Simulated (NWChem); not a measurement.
# the pair SiH2O2···ZnH2O, step by step

Wanted: the energy (singlet ZnSiH4O3, PBE0-D3(BJ)/def2-SVP), then a single-point energy (singlet SiH2O2, PBE0-D3(BJ)/def2-SVP), then a single-point energy (singlet ZnH2O, PBE0-D3(BJ)/def2-SVP), then the energy (singlet SiH2O2, PBE0-D3(BJ)/def2-SVP), then the energy (singlet ZnH2O, PBE0-D3(BJ)/def2-SVP) of H4O3SiZn and its partners. 

Program for the calculation: NWChem 7.3.0.

## (1) Starting point

ZnSiH4O3 has 9 atoms, charge 0, and is taken as a singlet. The two molecules were placed rigidly side by side, at 0.8 times their contact distance; the pair isn't optimised.

Bond lengths: O1–Si2 1.642 Å, Si2–O3 1.663 Å, O6–Zn7 1.774 Å, O1–H4 0.964 Å, O3–H5 0.960 Å, O6–H8 0.958 Å, Zn7–H9 1.514 Å. Angles: O1–Si2–O3 99.4°, Si2–O1–H4 117.5°, Si2–O3–H5 116.1°, O6–Zn7–H9 176.0°, Zn7–O6–H8 117.8°.

## (2) The energy at PBE0-D3(BJ)/def2-SVP (run 1)

h4o3sizn.nw

```
start h4o3sizn
title "H4O3SiZn energy"
memory total 2200 mb
charge 0

geometry noautosym nocenter noautoz
  O    -1.453200   -0.090880   -0.266720
  Si   -0.222000   -0.776580    0.575980
  O     1.026000    0.202220    0.076880
  H    -1.241900    0.663620   -0.827820
  H     1.891100    0.001620    0.441680
  O    -1.556930    2.116520   -4.224820
  Zn   -2.283300    1.361950   -2.792530
  H    -0.601320    2.160100   -4.270430
  H    -2.998560    0.738020   -1.612760
end

basis "ao basis" spherical bse
  O library def2-SVP
  Si library def2-SVP
  H library def2-SVP
  Zn library def2-SVP
end

dft
  xc pbe0
  disp vdw 4
  grid fine
  convergence energy 1e-08
  iterations 100
  mulliken
  print low
end

task dft
```

Command:

```console
$ nwchem h4o3sizn.nw > h4o3sizn.out
```

Output:

```text
[...]
 d= 0,ls=0.0,diis     1  -2295.6875512874 -2.66D+03  1.88D-02  1.49D+00     2.2
[...]
 d= 0,ls=0.0,diis    10  -2295.8655873621 -2.61D-09  5.93D-07  1.28D-08    16.4
         Total DFT energy =    -2295.865587362119
      One electron energy =    -3918.237257231279
           Coulomb energy =     1379.429812260424
    Exchange-Corr. energy =     -118.793153236484
 Nuclear repulsion energy =      361.740122292198
    Dispersion correction =       -0.005111446977
[...]
      Total Density - Mulliken Population Analysis
     ---------------------------------------------
    Atom       Charge   Shell Charges
 -----------   ------   -------------------------------------------------------
    1 O    8     8.38   1.99  1.08  0.64  2.87  1.80  0.01
    2 Si  14    13.57   2.00  1.99  1.19  0.60  5.92  0.96  0.61  0.30
    3 O    8     8.42   1.99  1.07  0.65  2.87  1.83  0.01
    4 H    1     0.81   0.67  0.07  0.07
    5 H    1     0.80   0.67  0.06  0.07
    6 O    8     8.59   1.99  1.06  0.72  2.83  1.98  0.01
    7 Zn  30    29.51   2.00  2.00  2.00  0.96  0.04  6.00  6.00  0.61  7.97  1.93  0.00
    8 H    1     0.82   0.68  0.07  0.07
    9 H    1     1.09   0.67  0.40  0.01
[...]
```

Run time: 17 s. Hardware: 1 thread of AMD EPYC 9R14 (Zen 4), shared host; peak memory 0.13 GiB.

## (3) SiH2O2: the energy at PBE0-D3(BJ)/def2-SVP (run 2)

sp.nw

```
echo
start sp
title "H2O2Si"
memory total 2200 mb

geometry noautosym nocenter noautoz
  O    -1.453200   -0.090880   -0.266720
  Si   -0.222000   -0.776580    0.575980
  O     1.026000    0.202220    0.076880
  H    -1.241900    0.663620   -0.827820
  H     1.891100    0.001620    0.441680
end

basis spherical bse
  O library def2-SVP
  Si library def2-SVP
  H library def2-SVP
end

dft
  xc pbe0
  mult 1
  disp vdw 4
  grid fine
  convergence energy 1e-08
  iterations 100
  mulliken
  print low
end

task dft
```

Command:

```console
$ nwchem sp.nw > sp.out
```

Output:

```text
[...]
 d= 0,ls=0.0,diis     1   -440.6212793235 -5.44D+02  2.01D-02  7.76D-01     0.5
[...]
 d= 0,ls=0.0,diis    10   -440.7063566828 -7.10D-10  1.43D-07  3.44D-11     3.3
         Total DFT energy =     -440.706356682839
      One electron energy =     -815.845880656151
           Coulomb energy =      310.098722072185
    Exchange-Corr. energy =      -38.603300126606
 Nuclear repulsion energy =      103.646261134727
    Dispersion correction =       -0.002159106993
[...]
      Total Density - Mulliken Population Analysis
     ---------------------------------------------
    Atom       Charge   Shell Charges
 -----------   ------   -------------------------------------------------------
    1 O    8     8.40   1.99  1.08  0.64  2.87  1.81  0.01
    2 Si  14    13.57   2.00  1.99  1.19  0.61  5.92  0.95  0.61  0.30
    3 O    8     8.42   1.99  1.07  0.65  2.87  1.83  0.01
    4 H    1     0.81   0.67  0.07  0.07
    5 H    1     0.80   0.67  0.06  0.07
[...]
```

It took 3.9 s on 1 thread of AMD EPYC 9R14 (Zen 4), shared host; peak memory 0.12 GiB.

## (4) ZnH2O: the energy at PBE0-D3(BJ)/def2-SVP (run 3)

h2ozn.nw

```
start h2ozn
title "H2OZn"
memory stack 880 mb heap 220 mb global 1100 mb

geometry units angstrom noautosym nocenter noautoz
O    -1.556930    2.116520   -4.224820
Zn   -2.283300    1.361950   -2.792530
H    -0.601320    2.160100   -4.270430
H    -2.998560    0.738020   -1.612760
end

basis spherical bse
* library def2-SVP
end

dft
xc pbe0
mult 1
disp vdw 4
grid fine
convergence energy 1e-08
maxiter 100
mulliken
print low
end

task dft energy
```

Command:

```console
$ nwchem h2ozn.nw > h2ozn.out
```

Output:

```text
[...]
 d= 0,ls=0.0,diis     1  -1855.0772390208 -1.95D+03  3.02D-02  7.08D-01     0.9
[...]
 d= 0,ls=0.0,diis     8  -1855.1678164213 -1.70D-09  2.61D-06  1.29D-07     4.3
         Total DFT energy =    -1855.167816421306
      One electron energy =    -2775.722086416287
           Coulomb energy =      906.152812710564
    Exchange-Corr. energy =      -80.181941373025
 Nuclear repulsion energy =       94.584514247595
    Dispersion correction =       -0.001115590152
[...]
      Total Density - Mulliken Population Analysis
     ---------------------------------------------
    Atom       Charge   Shell Charges
 -----------   ------   -------------------------------------------------------
    1 O    8     8.59   1.99  1.06  0.72  2.83  1.99  0.01
    2 Zn  30    29.43   2.00  2.00  2.00  0.90  0.05  6.00  6.00  0.57  7.98  1.94  0.00
    3 H    1     0.82   0.68  0.07  0.07
    4 H    1     1.15   0.68  0.46  0.01
[...]
```

Run time: 5.1 s. Hardware: 1 thread of AMD EPYC 9R14 (Zen 4), shared host; peak memory 0.12 GiB.

## (5) SiH2O2 among ghost functions: the energy at PBE0-D3(BJ)/def2-SVP (with ghost functions) (run 4)

input.nw

```
start input
title "H2O2Si"
memory stack 880 mb heap 220 mb global 1100 mb
charge 0

geometry units angstroms noautosym nocenter noautoz
  O    -1.453200   -0.090880   -0.266720
  Si   -0.222000   -0.776580    0.575980
  O     1.026000    0.202220    0.076880
  H    -1.241900    0.663620   -0.827820
  H     1.891100    0.001620    0.441680
  bqO     -1.556930     2.116520    -4.224820
  bqZn    -2.283300     1.361950    -2.792530
  bqH     -0.601320     2.160100    -4.270430
  bqH     -2.998560     0.738020    -1.612760
end

basis spherical bse
  O library def2-SVP
  Si library def2-SVP
  H library def2-SVP
  bqO library O def2-SVP
  bqZn library Zn def2-SVP
  bqH library H def2-SVP
end

dft
  xc pbe0
  disp vdw 4
  grid fine
  convergence energy 1e-08
  maxiter 100
  mulliken
  print low
end

task dft energy
```

Command:

```console
$ nwchem input.nw > input.out
```

Output:

```text
[...]
 d= 0,ls=0.0,diis     1   -440.6232560206 -5.44D+02  1.03D-02  7.74D-01     1.8
[...]
 d= 0,ls=0.0,diis     8   -440.7082966878  2.13D-09  2.16D-06  1.50D-07    11.7
         Total DFT energy =     -440.708296687806
      One electron energy =     -815.793076453563
           Coulomb energy =      310.039019372928
    Exchange-Corr. energy =      -38.598341634904
 Nuclear repulsion energy =      103.646261134727
    Dispersion correction =       -0.002159106993
[...]
      Total Density - Mulliken Population Analysis
     ---------------------------------------------
    Atom       Charge   Shell Charges
 -----------   ------   -------------------------------------------------------
    1 O    8     8.39   1.99  1.08  0.64  2.87  1.80  0.01
    2 Si  14    13.57   2.00  1.99  1.19  0.60  5.92  0.95  0.61  0.30
    3 O    8     8.42   1.99  1.07  0.65  2.87  1.83  0.01
    4 H    1     0.79   0.67  0.05  0.07
    5 H    1     0.80   0.67  0.06  0.07
    6 X    0     0.00  -0.00  0.00  0.00 -0.00  0.00 -0.00
    7 X    0     0.01  -0.00 -0.00 -0.00 -0.00  0.01  0.00 -0.00  0.00 -0.00  0.00  0.00
    8 X    0    -0.00   0.00 -0.00 -0.00
    9 X    0     0.02  -0.00  0.02  0.00
[...]
```

It took 13 s on 1 thread of AMD EPYC 9R14 (Zen 4), shared host; peak memory 0.13 GiB.

## (6) ZnH2O among ghost functions: the energy at PBE0-D3(BJ)/def2-SVP (with ghost functions) (run 5)

a.nw

```
start a
memory stack 880 mb heap 220 mb global 1100 mb
charge 0

geometry units au noautosym nocenter noautoz
 O  -2.94217130  3.99964314 -7.98375273
 Zn -4.31481166  2.57371250 -5.27711689
 H  -1.13633011  4.08199740 -8.06994313
 H  -5.66645717  1.39465567 -3.04767470
 bqO     -2.746150    -0.171738    -0.504028
 bqSi    -0.419519    -1.467524     1.088444
 bqO      1.938859     0.382140     0.145282
 bqH     -2.346851     1.254060    -1.564353
 bqH      3.573661     0.003061     0.834654
end

basis "ao basis" spherical bse
 O library def2-SVP
 Zn library def2-SVP
 H library def2-SVP
 bqO library O def2-SVP
 bqSi library Si def2-SVP
 bqH library H def2-SVP
end

dft
 xc pbe0
 disp vdw 4
 grid fine
 convergence energy 1e-08
 iterations 100
 mulliken
 print low
end

task dft energy
```

Command:

```console
$ nwchem a.nw > a.out
```

Output:

```text
[...]
 d= 0,ls=0.0,diis     1  -1855.0787075868 -1.95D+03  1.52D-02  7.10D-01     2.1
[...]
 d= 0,ls=0.0,diis     8  -1855.1696357648 -1.82D-09  1.33D-06  1.28D-07    12.5
         Total DFT energy =    -1855.169635764809
      One electron energy =    -2775.655686839686
           Coulomb energy =      906.080412067351
    Exchange-Corr. energy =      -80.177752710577
 Nuclear repulsion energy =       94.584507308233
    Dispersion correction =       -0.001115590129
[...]
      Total Density - Mulliken Population Analysis
     ---------------------------------------------
    Atom       Charge   Shell Charges
 -----------   ------   -------------------------------------------------------
    1 O    8     8.59   1.99  1.06  0.72  2.83  1.98  0.01
    2 Zn  30    29.43   2.00  2.00  2.00  0.91  0.04  6.00  6.00  0.57  7.98  1.93  0.00
    3 H    1     0.82   0.68  0.07  0.07
    4 H    1     1.15   0.68  0.46  0.01
    5 X    0     0.00   0.00 -0.00  0.00 -0.00  0.00  0.00
    6 X    0     0.00   0.00  0.00 -0.00  0.00 -0.00 -0.00  0.00  0.00
    7 X    0    -0.00  -0.00  0.00 -0.00 -0.00 -0.00 -0.00
    8 X    0    -0.00  -0.00 -0.00 -0.00
    9 X    0    -0.00  -0.00 -0.00  0.00
[...]
```

Run time: 13 s. Hardware: 1 thread of AMD EPYC 9R14 (Zen 4), shared host; peak memory 0.13 GiB.

## (7) What came out

| quantity | value |
| --- | --- |
| run 1, PBE0-D3(BJ)/def2-SVP: total energy | -2295.86559 Eh |
| run 1, PBE0-D3(BJ)/def2-SVP: dispersion energy | -13.42 kJ/mol |
| SiH2O2: total energy | -440.70636 Eh |
| SiH2O2: dispersion energy | -5.67 kJ/mol |
| ZnH2O: total energy | -1855.16782 Eh |
| ZnH2O: dispersion energy | -2.93 kJ/mol |
| SiH2O2 among ghost functions: total energy | -440.70830 Eh |
| SiH2O2 among ghost functions: dispersion energy | -5.67 kJ/mol |
| ZnH2O among ghost functions: total energy | -1855.16964 Eh |
| ZnH2O among ghost functions: dispersion energy | -2.93 kJ/mol |
| interaction energy of the rigid parts SiH2O2 and ZnH2O (parts in their own basis; closest atoms 1.93 Å apart) | 0.234 eV |
| interaction energy of the rigid parts SiH2O2 and ZnH2O (parts in the whole basis, counterpoise; closest atoms 1.93 Å apart) | 0.336 eV |

In words: The interaction energy of the rigid parts SiH2O2 and ZnH2O (parts in their own basis; closest atoms 1.93 Å apart) is 0.23 eV (22.5 kJ/mol): the parts repel at this shape. Without counterpoise this holds the superposition error of the basis. The interaction energy of the rigid parts SiH2O2 and ZnH2O (parts in the whole basis, counterpoise; closest atoms 1.93 Å apart) is 0.34 eV (7.7 kcal/mol): the parts repel at this shape. The basis-set superposition error is 9.9 kJ/mol.
